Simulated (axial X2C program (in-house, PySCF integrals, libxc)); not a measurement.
# TeSn: bond curves with and without spin–orbit coupling

What are the state, bond length, wavenumber and bond energy of TeSn, and what does spin–orbit coupling change?

Program: an in-house X2C program for linear molecules on PySCF integrals. Level of theory: all-electron X2C, Te dyall-cv3z, Sn dyall-cv3z. These are calculated values, not measurements.

**1. The job**

task.json

```json
{
 "zs": [
  52,
  50
 ],
 "q": 0,
 "bas": [
  "dyall-cv3z",
  "dyall-cv3z"
 ],
 "levels": [
  "PBE0",
  "HF",
  "LDA"
 ],
 "cc": true,
 "r0": 2.58,
 "thr": -1.0,
 "nmax": 110,
 "npts": 10,
 "nst": 2,
 "ntry": 8
}
```

Keys: zs atomic numbers; q charge; bas basis sets; levels methods (HF also brings MP2); cc coupled cluster on or off; r0 starting distance in Å; thr threshold in hartree for freezing inner shells (an s shell follows its p shell); nmax most natural virtual spinors; npts points asked for on the curve; nst determinants followed; ntry starts of the search.

Started as:

```
> python so2c.py task.json out
```

Spin-free means the one-electron spin-free X2C Hamiltonian; two-component (2c) means X2C with spin–orbit coupling and atomic mean-field two-electron Coulomb and Gaunt terms. Basis: Te dyall-cv3z contracted to [11s12p8d4f1g], Sn dyall-cv3z contracted to [11s12p9d4f1g]; Gaussian nuclei, density fitting. Masses: Te 129.906 u, Sn 119.902 u.

Notation: σ, π±, δ± give the projection m of an orbital's angular momentum (0, ±1, ±2), α and β its spin, Λ and M_S the sums; ω is the projection of a spinor's total angular momentum and Ω the sum. Logs are in hartree.

The results follow Hamiltonian by Hamiltonian and level by level.

**2. State search with PBE0**

Determinants are compared with PBE0 at 2.580 Å.

Spin-free determinants:

| ΔE (eV) | state | open shells |
| --- | --- | --- |
| 0.00 | M_S = 0, Λ = 0 | closed shell |
| 2.05 | M_S = 1, Λ = 2 | beyond closed shells: 2 × π+α, π+β, π-α |
| 2.05 | M_S = 1, Λ = 0 | beyond closed shells: π+α, π+β, 2 × π-α |
| 2.21 | M_S = 0, Λ = 2 | beyond closed shells: π+α, 2 × π+β, π-α |
| 2.36 | M_S = 1, Λ = 1 | beyond closed shells: σα, π+α |
| 2.58 | M_S = 0, Λ = 1 | beyond closed shells: σα, π+β |
| 4.20 | M_S = 2, Λ = 1 | beyond closed shells: σα, 2 × π+α, π+β, 2 × π-α |

Two-component determinants:

| ΔE (eV) | state | open shells |
| --- | --- | --- |
| 0.00 | Ω = 0 | closed shell |
| 1.71 | Ω = 1 | excess of +ω over −ω: ω = -1/2, ω = 3/2 |
| 1.86 | Ω = 2 | excess of +ω over −ω: ω = 1/2, ω = 3/2 |
| 2.03 | Ω = 3 | excess of +ω over −ω: 2 × ω = 3/2 |
| 2.08 | Ω = 1 | excess of +ω over −ω: 2 × ω = 1/2 |
| 2.40 | Ω = 1 | excess of +ω over −ω: ω = -1/2, ω = 3/2 |
| 2.47 | Ω = 2 | excess of +ω over −ω: ω = 1/2, ω = 3/2 |

**3. PBE0, spin-free**

State followed: M_S = 0, Λ = 0 (closed shell). The scan is laid around 2.531 Å, a first estimate of the minimum, and this SCF restarts from the orbitals of the search.

Output at 2.531 Å:

```text
spin-free X2C-1e  PBE0
basis functions 253  fitting functions 1280  grid points 5802
iter        total energy     max residual
   1     -12968.575541189     5.33e+00
   2     -12969.796934272     1.18e-02
   3     -12969.794166641     1.60e-02
   4     -12969.803096370     3.21e-03
   5     -12969.802946134     3.69e-03
   6     -12969.803370988     2.46e-04
   7     -12969.803372170     9.73e-05
   8     -12969.803372369     1.31e-05
   9     -12969.803372371     9.44e-06
  10     -12969.803372373     5.90e-07
  11     -12969.803372373     1.20e-07
converged
one-electron -18900.72191391  Coulomb 5731.05320179  exact exchange -84.68595996  xc functional -259.05231483  nuclear repulsion 543.60361454
```

Along the bond, energies from the lowest point:

| R (Å) | E (eV) | μ (D) | HOMO (eV) | LUMO (eV) | iterations |
| --- | --- | --- | --- | --- | --- |
| 2.202 | 1.2515 | 1.08 | -6.78 | -2.14 | 11 |
| 2.303 | 0.5088 | 1.53 | -6.88 | -2.31 | 11 |
| 2.379 | 0.1951 | 1.86 | -6.93 | -2.44 | 11 |
| 2.455 | 0.0373 | 2.19 | -6.82 | -2.56 | 11 |
| 2.531 | 0.0000 | 2.52 | -6.67 | -2.68 | 11 |
| 2.620 | 0.0701 | 2.90 | -6.52 | -2.82 | 11 |
| 2.708 | 0.2294 | 3.26 | -6.38 | -2.95 | 11 |
| 2.822 | 0.5227 | 3.70 | -6.22 | -3.11 | 12 |
| 2.961 | 0.9619 | 4.20 | -6.06 | -3.29 | 10 |
| 3.164 | 1.6652 | 4.84 | -5.86 | -3.52 | 13 |

Dipoles are positive if Sn is the positive end.

Outer orbitals at the reference distance:

```csv
symmetry,occupied,ε (eV),atomic character
δ-α,yes,-29.10,100% Sn d
δ+α,yes,-29.10,100% Sn d
σα,yes,-28.96,99% Sn d
π+α,yes,-28.93,100% Sn d
π-α,yes,-28.93,100% Sn d
σα,yes,-16.76,"69% Te s, 15% Sn s, 9% Sn p"
σα,yes,-11.86,"60% Sn s, 21% Te p, 12% Te s"
σα,yes,-6.98,"46% Te p, 39% Sn p, 11% Sn s"
π+α,yes,-6.67,"71% Te p, 24% Sn p, 4% Sn d"
π-α,yes,-6.67,"71% Te p, 24% Sn p, 4% Sn d"
π+α,no,-2.68,"70% Sn p, 21% Te p, 4% Te d"
π-α,no,-2.68,"70% Sn p, 21% Te p, 4% Te d"
σα,no,-0.07,"48% Sn p, 18% Sn d, 16% Te p"
σα,no,1.48,"69% Sn s, 10% Te d, 9% Te s"
```

PBE0 fields in the half plane through the axis: z from -2.4 to 4.8 Å across, distance from the axis 0.15 to 2.25 Å upwards; Te lies at z = 0 and Sn at z = 2.531 Å; the ELF is damped to zero where the density is low.

log10 density (e/bohr³). Ten even steps from '0' (-4.20 ) to '9' (1.83 ):
```
0001122222222222222111100
0011222333332222222222110
0112233333333333333322211
1122334444443333443333221
1223344555444444444433321
1233445565554445665443322
1233456777655556776544332
1234456898655567987554332
```

ELF. Ten even steps from ' ' (0.00 ) to '@' (0.91 ):
```
        ..::--==========--::..........::....      
      ::--==++**********++--::::::--====++==::    
    ::--++**############**==------==**######**--..
  ..--++##%%%%%%%%%%%%####++==----==++##%%@@%%**--
  ::++##%%%%##**++++######++--::::::--**%%@@@@%%**
..--**%%%%##==::--::--**##==::::====----##@@@@@@%%
..==**%%%%++--##%%##::==##--::**%%%%**--++@@@@@@%%
::==##%%##--++**%%**++--**::--%%##==%%--==%%@@@@@@
```

Re = 2.521 Å, ωe = 267.2 cm⁻¹, ωexe = 0.372 cm⁻¹, Be = 0.04255 cm⁻¹, De = 4.02 eV, μ = 2.48 D.

**4. HF, spin-free**

Output at 2.531 Å:

```text
spin-free X2C-1e  HF
basis functions 253  fitting functions 1280  grid points 5802
iter        total energy     max residual
   1     -12964.808937435     2.54e-01
   2     -12964.846379171     4.84e-03
   3     -12964.847608477     2.74e-03
   4     -12964.847872442     1.49e-03
   5     -12964.847961020     4.50e-04
   6     -12964.847977028     2.39e-04
   7     -12964.847984420     9.24e-05
   8     -12964.847985986     4.06e-05
   9     -12964.847986166     1.03e-05
  10     -12964.847986173     2.67e-06
  11     -12964.847986173     6.11e-07
converged
one-electron -18898.35084407  Coulomb 5728.76600120  exact exchange -338.86675784  xc functional 0.00000000  nuclear repulsion 543.60361454
```

Re = 2.508 Å, ωe = 282.3 cm⁻¹, ωexe = 0.351 cm⁻¹, Be = 0.04297 cm⁻¹, De = 1.84 eV, μ = 3.24 D.

**5. LDA, spin-free**

The SCF at the reference distance of 2.531 Å:

```text
spin-free X2C-1e  LDA
basis functions 253  fitting functions 1280  grid points 5802
iter        total energy     max residual
   1     -12958.196429896     8.42e-01
   2     -12958.217324909     1.22e-02
   3     -12958.148687775     4.74e-02
   4     -12958.214109419     1.72e-02
   5     -12958.221919704     2.57e-03
   6     -12958.222035621     1.28e-03
   7     -12958.222094967     1.67e-04
   8     -12958.222095640     4.62e-05
   9     -12958.222095648     4.79e-05
  10     -12958.222095712     3.13e-06
  11     -12958.222095713     2.06e-07
converged
one-electron -18899.73970305  Coulomb 5729.89080941  exact exchange 0.00000000  xc functional -331.97681662  nuclear repulsion 543.60361454
```

Re = 2.515 Å, ωe = 261.1 cm⁻¹, ωexe = 0.398 cm⁻¹, Be = 0.04274 cm⁻¹, De = 5.11 eV, μ = 2.08 D.

**6. MP2 and beyond, spin-free**

Correlated methods: 10 electrons correlated (frozen shells, counted by type: Te 4 s, 3 p, 2 d; Sn 4 s, 3 p, 2 d), 308 virtual spinors in MP2, 110 natural virtuals in coupled cluster.

Output of the correlated part at 2.531 Å:

```text
correlated 10  virtual 308  natural virtual 110  E(MP2) -0.207836655  MP2 remainder -0.004170254
iter   CCSD correlation   residual
   1     -0.210539481   1.61e-01
   2     -0.217457949   7.71e-02
   3     -0.220507551   3.31e-02
   4     -0.220600026   1.17e-02
   5     -0.220688657   4.85e-03
   6     -0.220688894   1.50e-03
   7     -0.220692040   3.73e-04
   8     -0.220695028   1.20e-04
   9     -0.220693791   3.53e-05
  10     -0.220694001   1.03e-05
  11     -0.220693792   3.42e-06
  12     -0.220693779   1.07e-06
(T) -0.015118089  T1 0.0431  D1 0.0639  max T2 0.076
```

T1 in the output is the amplitude norm over the root of the electron number; divide by √2 for the Lee–Taylor value.

MP2: Re = 2.549 Å, ωe = 262.0 cm⁻¹, Be = 0.04161 cm⁻¹, De = 3.90 eV.

CCSD: Re = 2.540 Å, ωe = 266.4 cm⁻¹, ωexe = 0.359 cm⁻¹, Be = 0.04191 cm⁻¹, De = 3.54 eV. T1 at Re = 0.031 (Lee–Taylor, the printed value over √2).

CCSD(T): Re = 2.560 Å, ωe = 253.7 cm⁻¹, ωexe = 0.409 cm⁻¹, Be = 0.04125 cm⁻¹, De = 3.83 eV. T1 at Re = 0.032 (Lee–Taylor, the printed value over √2).

**7. A higher determinant, spin-free**

State: M_S = 1, Λ = 2 (beyond closed shells: 2 × π+α, π+β, π-α).

Output at the reference distance:

```text
spin-free X2C-1e  PBE0
basis functions 253  fitting functions 1280  grid points 5802
iter        total energy     max residual
   1     -12968.474052999     5.35e+00
   2     -12969.715837911     1.19e-02
   3     -12969.714342429     1.60e-02
   4     -12969.721983542     1.29e-03
   5     -12969.722015686     5.60e-04
   6     -12969.722022815     2.14e-04
   7     -12969.722023613     5.65e-05
   8     -12969.722023769     7.22e-06
   9     -12969.722023770     3.11e-06
converged
one-electron -18900.06413817  Coulomb 5730.49810717  exact exchange -84.69846466  xc functional -259.06114264  nuclear repulsion 543.60361454
```

| R (Å) | E above the lowest PBE0 point (eV) |
| --- | --- |
| 2.202 | 4.668 |
| 2.303 | 3.533 |
| 2.379 | 2.937 |
| 2.455 | 2.509 |
| 2.531 | 2.214 |
| 2.620 | 1.998 |
| 2.708 | 1.889 |
| 2.822 | 1.863 |
| 2.961 | 1.949 |

No constants are quoted: too few points lie around the minimum for a second fit to confirm the first.

**8. The spin-free curves together**

Energy (eV) of the followed determinant, spin-free, from each level's lowest point:

| R (Å) | PBE0 | HF | MP2 | CCSD | CCSD(T) | LDA |
| --- | --- | --- | --- | --- | --- | --- |
| 2.202 | 1.252 | 1.253 | 1.468 | n/a | n/a | 1.156 |
| 2.303 | 0.509 | 0.491 | 0.643 | 0.612 | 0.672 | 0.460 |
| 2.379 | 0.195 | 0.174 | 0.277 | 0.256 | 0.298 | 0.170 |
| 2.455 | 0.037 | 0.023 | 0.075 | 0.064 | 0.086 | 0.028 |
| 2.531 | 0.000 | 0.000 | 0.000 | 0.000 | 0.000 | 0.000 |
| 2.620 | 0.070 | 0.095 | 0.034 | 0.046 | 0.018 | 0.073 |
| 2.708 | 0.229 | 0.285 | 0.164 | 0.189 | 0.129 | 0.229 |
| 2.822 | 0.523 | 0.625 | 0.432 | 0.468 | 0.363 | 0.509 |
| 2.961 | 0.962 | 1.127 | 0.866 | n/a | n/a | 0.922 |
| 3.164 | 1.665 | 1.916 | 1.653 | n/a | n/a | 1.575 |

**9. PBE0, 2c**

State followed: Ω = 0 (closed shell). The scan is laid around 2.531 Å, a first estimate of the minimum, and this SCF restarts from the orbitals of the search.

Output at 2.531 Å:

```text
two-component X2C + atomic mean field  PBE0
basis functions 253  fitting functions 1280  grid points 5802
iter        total energy     max residual
   1     -12963.117992337     5.34e+00
   2     -12964.347300317     1.18e-02
   3     -12964.344604415     1.61e-02
   4     -12964.353506865     2.90e-03
   5     -12964.353339285     3.56e-03
   6     -12964.353730392     2.59e-04
   7     -12964.353731766     9.89e-05
   8     -12964.353731970     1.40e-05
   9     -12964.353731972     9.38e-06
  10     -12964.353731975     6.01e-07
  11     -12964.353731975     1.85e-07
converged
one-electron -18884.96291944  Coulomb 5728.10632322  exact exchange -84.63439028  xc functional -258.90257023  nuclear repulsion 543.60361454  atomic mean-field constant -7.56378978
```

Along the bond, energies from the lowest point:

| R (Å) | E (eV) | μ (D) | HOMO (eV) | LUMO (eV) | iterations |
| --- | --- | --- | --- | --- | --- |
| 2.202 | 1.2708 | 1.04 | -6.78 | -2.27 | 11 |
| 2.303 | 0.5231 | 1.47 | -6.85 | -2.44 | 11 |
| 2.379 | 0.2051 | 1.80 | -6.74 | -2.57 | 11 |
| 2.455 | 0.0426 | 2.12 | -6.59 | -2.69 | 11 |
| 2.531 | 0.0000 | 2.44 | -6.45 | -2.81 | 11 |
| 2.620 | 0.0631 | 2.80 | -6.29 | -2.94 | 11 |
| 2.708 | 0.2146 | 3.14 | -6.16 | -3.07 | 11 |
| 2.822 | 0.4960 | 3.56 | -6.00 | -3.22 | 12 |
| 2.961 | 0.9176 | 4.02 | -5.84 | -3.39 | 12 |
| 3.164 | 1.5874 | 4.59 | -5.65 | -3.61 | 15 |

Dipoles are positive if Sn is the positive end.

Outer spinors at the reference distance:

| ω | occupied | ε (eV) | atomic character | λ mixture |
| --- | --- | --- | --- | --- |
| 3/2 | yes | -29.64 | 100% Sn d | 84% δ, 16% π |
| 1/2 | yes | -29.52 | 100% Sn d | 58% π, 42% σ |
| 5/2 | yes | -28.66 | 100% Sn d | 100% δ |
| 3/2 | yes | -28.53 | 100% Sn d | 84% π, 16% δ |
| 1/2 | yes | -28.52 | 100% Sn d | 58% σ, 42% π |
| 1/2 | yes | -16.76 | 69% Te s, 15% Sn s, 9% Sn p | 100% σ |
| 1/2 | yes | -11.85 | 60% Sn s, 21% Te p, 12% Te s | 100% σ |
| 1/2 | yes | -7.16 | 61% Te p, 27% Sn p, 8% Sn s | 61% σ, 39% π |
| 1/2 | yes | -6.77 | 58% Te p, 34% Sn p, 4% Sn s | 62% π, 38% σ |
| 3/2 | yes | -6.45 | 70% Te p, 25% Sn p, 4% Sn d | 100% π |
| 1/2 | no | -2.81 | 71% Sn p, 20% Te p, 4% Te d | 99% π, 1% σ |
| 3/2 | no | -2.49 | 69% Sn p, 22% Te p, 5% Te d | 100% π |
| 1/2 | no | -0.06 | 48% Sn p, 18% Sn d, 16% Te p | 100% σ |
| 1/2 | no | 1.49 | 69% Sn s, 10% Te d, 9% Te s | 100% σ |

PBE0 fields in the half plane through the axis: z from -2.4 to 4.8 Å across, distance from the axis 0.15 to 2.25 Å upwards; Te lies at z = 0 and Sn at z = 2.531 Å; the ELF is damped to zero where the density is low.

log10 density (e/bohr³). Ten even steps from '0' (-4.21 ) to '9' (1.83 ):
```
0001122222222222222111100
0011222333332222222222110
0112233333333333333322211
1122334444443334444333221
1223344555444444444433321
1233445565554455665443322
1233456777655556776544332
1234456898655567987554332
```

ELF. Ten even steps from '0' (0.00 ) to '9' (0.90 ):
```
0000123444443211112211000
0002345666655322234454200
0023567777776433346777630
0135788888877543345789863
0257887655777532223689986
1367874232367422443379997
1468853787246326886359998
2478735686536238748348999
```

Re = 2.525 Å, ωe = 264.1 cm⁻¹, ωexe = 0.388 cm⁻¹, Be = 0.0424 cm⁻¹, De = 3.76 eV, μ = 2.42 D.

**10. HF, 2c**

The SCF at the reference distance of 2.531 Å:

```text
two-component X2C + atomic mean field  HF
basis functions 253  fitting functions 1280  grid points 5802
iter        total energy     max residual
   1     -12959.354332585     2.56e-01
   2     -12959.391611977     4.70e-03
   3     -12959.392819868     2.77e-03
   4     -12959.393067110     1.44e-03
   5     -12959.393150614     4.26e-04
   6     -12959.393166407     2.29e-04
   7     -12959.393173710     1.28e-04
   8     -12959.393175305     3.72e-05
   9     -12959.393175502     2.08e-05
  10     -12959.393175520     1.05e-05
  11     -12959.393175527     6.71e-06
  12     -12959.393175532     3.87e-06
  13     -12959.393175535     1.07e-06
  14     -12959.393175535     3.32e-07
converged
one-electron -18882.59956560  Coulomb 5725.82604664  exact exchange -338.65948133  xc functional 0.00000000  nuclear repulsion 543.60361454  atomic mean-field constant -7.56378978
```

Re = 2.514 Å, ωe = 277.6 cm⁻¹, ωexe = 0.379 cm⁻¹, Be = 0.04276 cm⁻¹, De = 1.57 eV, μ = 3.15 D.

**11. LDA, 2c**

Output at 2.531 Å:

```text
two-component X2C + atomic mean field  LDA
basis functions 253  fitting functions 1280  grid points 5802
iter        total energy     max residual
   1     -12952.757919674     8.42e-01
   2     -12952.779103665     1.21e-02
   3     -12952.716116233     4.56e-02
   4     -12952.775173228     1.77e-02
   5     -12952.783363100     2.41e-03
   6     -12952.783461576     1.18e-03
   7     -12952.783513918     1.63e-04
   8     -12952.783514453     4.36e-05
   9     -12952.783514460     4.25e-05
  10     -12952.783514511     2.64e-06
  11     -12952.783514512     1.96e-07
converged
one-electron -18883.98084749  Coulomb 5726.94434451  exact exchange 0.00000000  xc functional -331.78683628  nuclear repulsion 543.60361454  atomic mean-field constant -7.56378978
```

Re = 2.519 Å, ωe = 258.5 cm⁻¹, ωexe = 0.408 cm⁻¹, Be = 0.0426 cm⁻¹, De = 4.72 eV, μ = 2.03 D.

**12. MP2 and beyond, 2c**

Correlated methods: 10 electrons correlated (frozen shells, counted by type: Te 4 s, 3 p, 2 d; Sn 4 s, 3 p, 2 d), 308 virtual spinors in MP2, 110 natural virtuals in coupled cluster.

Output of the correlated part at 2.531 Å:

```text
correlated 10  virtual 308  natural virtual 110  E(MP2) -0.206289525  MP2 remainder -0.004150796
iter   CCSD correlation   residual
   1     -0.209647174   1.56e-01
   2     -0.216432327   7.33e-02
   3     -0.219357385   3.20e-02
   4     -0.219445771   1.13e-02
   5     -0.219531404   4.67e-03
   6     -0.219532636   1.50e-03
   7     -0.219536098   4.38e-04
   8     -0.219539561   1.95e-04
   9     -0.219537785   1.04e-04
  10     -0.219538556   5.65e-05
  11     -0.219537979   2.28e-05
  12     -0.219538206   8.55e-06
  13     -0.219538221   3.17e-06
(T) -0.014704981  T1 0.0414  D1 0.0634  max T2 0.076
```

MP2: Re = 2.551 Å, ωe = 261.9 cm⁻¹, Be = 0.04156 cm⁻¹, De = 3.60 eV.

CCSD: Re = 2.545 Å, ωe = 262.9 cm⁻¹, ωexe = 0.387 cm⁻¹, Be = 0.04174 cm⁻¹, De = 3.08 eV. T1 at Re = 0.030 (Lee–Taylor, the printed value over √2).

CCSD(T): Re = 2.563 Å, ωe = 252.1 cm⁻¹, ωexe = 0.401 cm⁻¹, Be = 0.04115 cm⁻¹, De = 3.33 eV. T1 at Re = 0.031 (Lee–Taylor, the printed value over √2).

**13. A higher determinant, 2c**

State: Ω = 1 (excess of +ω over −ω: ω = -1/2, ω = 3/2).

Output at the reference distance:

```text
two-component X2C + atomic mean field  PBE0
basis functions 253  fitting functions 1280  grid points 5802
iter        total energy     max residual
   1     -12963.030051023     5.37e+00
   2     -12964.279092774     1.18e-02
   3     -12964.277611724     1.60e-02
   4     -12964.285213702     1.29e-03
   5     -12964.285245840     5.58e-04
   6     -12964.285252840     2.13e-04
   7     -12964.285253631     5.53e-05
   8     -12964.285253783     7.24e-06
   9     -12964.285253784     3.08e-06
converged
one-electron -18884.58907578  Coulomb 5727.82698210  exact exchange -84.64780760  xc functional -258.91517727  nuclear repulsion 543.60361454  atomic mean-field constant -7.56378978
```

| R (Å) | E above the lowest PBE0 point (eV) |
| --- | --- |
| 2.202 | 4.313 |
| 2.303 | 3.181 |
| 2.379 | 2.587 |
| 2.455 | 2.159 |
| 2.531 | 1.863 |
| 2.620 | 1.647 |
| 2.708 | 1.537 |
| 2.822 | 1.507 |
| 2.961 | 1.588 |

No constants are quoted: too few points lie around the minimum for a second fit to confirm the first.

**14. The 2c curves together**

Energy (eV) of the followed determinant, 2c, from each level's lowest point:

| R (Å) | PBE0 | HF | MP2 | CCSD | CCSD(T) | LDA |
| --- | --- | --- | --- | --- | --- | --- |
| 2.202 | 1.271 | 1.280 | 1.479 | n/a | n/a | 1.173 |
| 2.303 | 0.523 | 0.511 | 0.650 | 0.627 | 0.682 | 0.472 |
| 2.379 | 0.205 | 0.189 | 0.282 | 0.266 | 0.305 | 0.179 |
| 2.455 | 0.043 | 0.031 | 0.077 | 0.070 | 0.090 | 0.033 |
| 2.531 | 0.000 | 0.000 | 0.000 | 0.000 | 0.000 | 0.000 |
| 2.620 | 0.063 | 0.084 | 0.031 | 0.039 | 0.014 | 0.067 |
| 2.708 | 0.215 | 0.261 | 0.161 | 0.172 | 0.120 | 0.216 |
| 2.822 | 0.496 | 0.580 | 0.432 | 0.437 | 0.350 | 0.487 |
| 2.961 | 0.918 | 1.043 | 0.892 | n/a | n/a | 0.887 |
| 3.164 | 1.587 | 1.707 | 1.824 | n/a | n/a | 1.516 |

The whole job took 6.1 min on 1 thread of Intel Xeon at 2.70GHz, shared host; peak memory 0.99 GiB.

**15. Constants**

Lowest determinant that the search found at its distance, spin-free: M_S = 0, Λ = 0 (closed shell).

Lowest determinant that the search found at its distance, 2c: Ω = 0 (closed shell).

```tsv
Hamiltonian	level	Re (Å)	ωe (cm⁻¹)	De (eV)	μ (D)
spin-free	PBE0	2.521	267.2	4.02	2.48
spin-free	HF	2.508	282.3	1.84	3.24
spin-free	MP2	2.549	262.0	3.90	n/a
spin-free	CCSD	2.540	266.4	3.54	n/a
spin-free	CCSD(T)	2.560	253.7	3.83	n/a
spin-free	LDA	2.515	261.1	5.11	2.08
2c	PBE0	2.525	264.1	3.76	2.42
2c	HF	2.514	277.6	1.57	3.15
2c	MP2	2.551	261.9	3.60	n/a
2c	CCSD	2.545	262.9	3.08	n/a
2c	CCSD(T)	2.563	252.1	3.33	n/a
2c	LDA	2.519	258.5	4.72	2.03
```

Dipoles are positive if Sn is the positive end.

Time per point (s) on 1 thread of Intel Xeon at 2.70GHz, shared host (2c runs; CCSD comes with the CCSD(T) run); the times are rough: PBE0 1.9, HF 1.4, MP2 1.8, CCSD(T) 15, LDA 0.63.

**Reading.** At CCSD(T), going from spin-free to two-component changes Re by +3 mÅ, ωe by -0.6 %; the spin-free picture holds up (part of it comes from the scalar share of the two-electron terms). De moves by -0.51 eV; both De rest on single-determinant atoms, which can miss part of an open shell's spin–orbit lowering.

De refers to Te + Sn, each in the lowest determinant found, which need not be this curve's own limit. Each curve is one determinant whose occupation by symmetry is held fixed; it was picked as the lowest of a PBE0 search that is not exhaustive. Closed shells are restricted here (equal orbitals for both partners), which fails at long range if the bond breaks into open shells. De is counted from the lowest determinant-based energies of the atoms at the same level, without counterpoise correction. Coupled cluster ran in a truncated set of natural virtual spinors; the MP2 energy of the rest was added. With the outer-core shells frozen, correlated bond lengths of heavy atoms tend to come out a few hundredths of an ångström too long. T1 at Re is 0.032 (Lee–Taylor), above the customary mark of 0.02.
